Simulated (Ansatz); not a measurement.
# BClF3H: the cost of one run

Program: Ansatz 0.2.0. Level of theory: RKS LDA/def2-SVP. These are calculated values, not measurements.

## 1. The system as given

Bond lengths: B1–Cl2 2.210 Å, B1–F3 1.320 Å, B1–F4 1.320 Å, B1–F5 1.620 Å, Cl2–H6 1.365 Å. Angles: B1–Cl2–H6 61.1°, Cl2–B1–F3 120.0°, Cl2–B1–F4 120.0°, Cl2–B1–F5 71.6°, F3–B1–F4 120.0°, F3–B1–F5 97.0°, F4–B1–F5 101.2°.

Coordinates:

```xyz
6

B     0.0000    0.0000    0.0000
Cl    0.0000    0.0000    2.2100
F     1.1431    0.0000   -0.6600
F    -1.1431    0.0000   -0.6600
F     0.0677   -1.5359    0.5108
H     0.0526   -1.1933    1.5499
```

## 2. A restrained relaxation towards end A

Springs on the bonds that form and break draw the guess towards this end; the thresholds are loose.

Input file input.yaml:

```yaml
crystal:
  periodic: [false, false, false]
  atoms:
    - { symbol: B, position_ang: [0.0, 0.0, 0.0] }
    - { symbol: Cl, position_ang: [0.0, 0.0, 2.21] }
    - { symbol: F, position_ang: [1.1431, 0.0, -0.66] }
    - { symbol: F, position_ang: [-1.1431, 0.0, -0.66] }
    - { symbol: F, position_ang: [0.0677, -1.5359, 0.5108] }
    - { symbol: H, position_ang: [0.0526, -1.1933, 1.5499] }
basis:
  gaussian: { orbitals: def2-SVP }
hamiltonian:
  xc: lda
relax:
  f_tol: 0.15
  max_steps: 25
  restrain:
    - { distance: [0, 4], at: 2.52, k: 30.0 }
    - { distance: [5, 1], at: 2.57, k: 30.0 }
    - { distance: [0, 1], at: 1.86, k: 30.0 }
    - { distance: [5, 4], at: 0.92, k: 30.0 }
output:
  orbitals: {}
```

Command:

```
$ ansatz run input.yaml --threads 1 --pin off --max-ram 2048MiB --backend cpu --events-out ev --progress --plain --runs-dir out
```

What time and memory should one allow on 1 thread of Arm Neoverse V2, shared host?

About 9.6 s, with a peak of 0.13 GiB.
